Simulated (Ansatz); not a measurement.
# Cs2Na6TlBi (element-swapped structure): how the settings move a single-point run

Aim: see which settings change the result for Cs2Na6TlBi (element-swapped structure), by how much, and at what cost.

Computed with Ansatz 0.2.0 (reference: DFT r2SCAN, plane waves, PAW, scalar-relativistic, no spin polarisation, unless a step's input says otherwise).

## Step 1: The starting structure

The structure is cubic, space group Fm-3m (No. 225). Conventional cell: a = 10.516 Å, b = 10.516 Å, c = 10.516 Å, α = 90.00°, β = 90.00°, γ = 90.00°. Tl (site symmetry m-3m) has 6 Na at 2.84 Å as nearest neighbours. Around Cs (site symmetry -43m) lie 12 Na at 3.72 Å. Na (site symmetry 4mm) has 1 Bi at 2.42 Å as nearest neighbours. Bi (site symmetry m-3m) is surrounded by 6 Na at 2.42 Å.

Coordinates:

```cif
data_structure
_symmetry_space_group_name_H-M 'Fm-3m'
_symmetry_Int_Tables_number 225
_cell_length_a 10.5163
_cell_length_b 10.5163
_cell_length_c 10.5163
_cell_angle_alpha 90.000
_cell_angle_beta 90.000
_cell_angle_gamma 90.000
_cell_volume 1163.03
loop_
_atom_site_label
_atom_site_type_symbol
_atom_site_symmetry_multiplicity
_atom_site_Wyckoff_symbol
_atom_site_fract_x
_atom_site_fract_y
_atom_site_fract_z
_atom_site_occupancy
Tl1 Tl 4 b 0.50000 0.00000 0.00000 1
Cs1 Cs 8 c 0.25000 0.75000 0.75000 1
Na1 Na 24 e 0.23000 0.00000 0.00000 1
Bi1 Bi 4 a 0.00000 0.00000 0.00000 1
```

## Step 2: The reference run

File input.yaml:

```yaml
crystal:
  lattice:
    - [0.0, 5.258151, 5.258151]
    - [5.258151, 0.0, 5.258151]
    - [5.258151, 5.258151, 0.0]
  atoms:
    - { symbol: Tl, position: [0.5, 0.5, 0.5] }
    - { symbol: Cs, position: [0.25, 0.25, 0.25] }
    - { symbol: Cs, position: [0.75, 0.75, 0.75] }
    - { symbol: Na, position: [0.77, 0.23, 0.23] }
    - { symbol: Na, position: [0.23, 0.77, 0.23] }
    - { symbol: Na, position: [0.23, 0.77, 0.77] }
    - { symbol: Na, position: [0.77, 0.23, 0.77] }
    - { symbol: Na, position: [0.23, 0.23, 0.77] }
    - { symbol: Na, position: [0.77, 0.77, 0.23] }
    - { symbol: Bi, position: [0.0, 0.0, 0.0] }
  symmetry: { tolerance: 0.0003 }
kpoints:
  mp_grid: { grid: [3, 3, 3], shift: [0, 0, 0] }
magnetization:
  spin_polarized: false
scf:
  occupations: { method: fermi_dirac }
hamiltonian:
  pseudopotentials: { kind: paw }
  xc: r2scan
basis:
  ecutwfc: 500
output:
  forces: true
  stress: true
  eigenvalues: true
```

Command:

```bash
$ ansatz run input.yaml --threads 1 --pin off --max-ram 2560MiB --backend cpu --events-out ev --progress --plain --runs-dir out
```

## Step 3: Changing settings: symmetry.detect false, accuracy medium, tolerance left out

Edit input.yaml of step 2 so:

```diff
@@ -16,3 +16,3 @@
     - { symbol: Bi, position: [0.0, 0.0, 0.0] }
-  symmetry: { tolerance: 0.0003 }
+  symmetry: { detect: false }
 kpoints:
@@ -32 +32,2 @@
   eigenvalues: true
+accuracy: medium
```

## Step 4: Changing settings: occupations.width 0.2, scf.algorithm direct_min

Edit input.yaml of step 2 so:

```diff
@@ -22,3 +22,4 @@
 scf:
-  occupations: { method: fermi_dirac }
+  occupations: { method: fermi_dirac, width: 0.2 }
+  algorithm: direct_min
 hamiltonian:
```

## Step 5: Changing settings: symmetry.detect false, scf.algorithm direct_min, xc pbe, tolerance left out

Edit input.yaml of step 2 so:

```diff
@@ -16,3 +16,3 @@
     - { symbol: Bi, position: [0.0, 0.0, 0.0] }
-  symmetry: { tolerance: 0.0003 }
+  symmetry: { detect: false }
 kpoints:
@@ -23,5 +23,6 @@
   occupations: { method: fermi_dirac }
+  algorithm: direct_min
 hamiltonian:
   pseudopotentials: { kind: paw }
-  xc: r2scan
+  xc: pbe
 basis:
```

## Step 6: The same system, input altered

Edit input.yaml of step 2 so:

```diff
@@ -18,3 +18,3 @@
 kpoints:
-  mp_grid: { grid: [3, 3, 3], shift: [0, 0, 0] }
+  mp_grid: { grid: [1, 1, 1], shift: [0, 0, 0] }
 magnetization:
@@ -23,2 +23,3 @@
   occupations: { method: fermi_dirac }
+  max_iter: 50
 hamiltonian:
```

(Steps that only read results are left out.)

Q: Predict the outcome of this session. Wanted: for each run, ending; energy change; pressure; gap; force.

**Answer**, as computed:

| run | ending | energy change | pressure (GPa) | gap (eV) | force (eV/Å) | cycles | time |
| --- | --- | --- | --- | --- | --- | --- | --- |
| reference | converged | 0 | 13.9 | 0.00 | 3.28 | 8 | 8.3 s |
| 1: symmetry.detect false, accuracy medium, tolerance left out | converged | 0.0 meV/atom | 13.9 | 0.00 | 3.28 | 8 | 31 s |
| 2: occupations.width 0.2, scf.algorithm direct_min | converged | +2.9 meV/atom (σ→0) | 13.9 | 0.00 | 3.26 | 7 | 28 s |
| 3: symmetry.detect false, scf.algorithm direct_min, xc pbe, tolerance left out | converged | not comparable | 14.2 | 0.00 | 3.18 | 6 | 51 s |
| 4: mp_grid.grid [1, 1, 1] | converged | +139.5 meV/atom | 14.8 | 0.00 | 3.17 | 8 | 6.1 s |

Residual by cycle in the longest SCF loop of each run; runs are numbered as in the table. The quantity is the density residual dr2, in eV.

| cycle | reference | run 1 | run 2 | run 3 | run 4 |
| --- | --- | --- | --- | --- | --- |
| 1 | 0.871 | 0.873 | 0.73 | 0.374 | 0.523 |
| 2 | 0.131 | 0.131 | 0.0344 | 0.0267 | 0.0818 |
| 3 | 0.00872 | 0.0088 | 0.00441 | 0.00181 | 0.00275 |
| 4 | 7.6e-4 | 7.6e-4 | 5.7e-5 | 2.8e-5 | 7.0e-4 |
| 5 | 4.5e-5 | 4.4e-5 | 2.7e-7 | 2.9e-7 | 3.1e-5 |
| 6 | 2.8e-6 | 2.8e-6 | 3.6e-8 | 2.6e-8 | 2.3e-6 |
| 7 | 1.2e-7 | 1.2e-7 | 2.1e-9 | - | 1.9e-7 |
| 8 | 7.3e-9 | 7.2e-9 | - | - | 1.5e-8 |

Of the variants the dearest is «symmetry.detect false, scf.algorithm direct_min, xc pbe, tolerance left out» (51 s), the cheapest «mp_grid.grid [1, 1, 1]» (6.1 s), on a shared host. The structure is not at rest: the sound run finds 14 GPa, so these are no properties of the relaxed crystal. 

The reference is no final answer either: its mesh is coarse for a cell with so small a gap or none; the structure is made up and not relaxed.
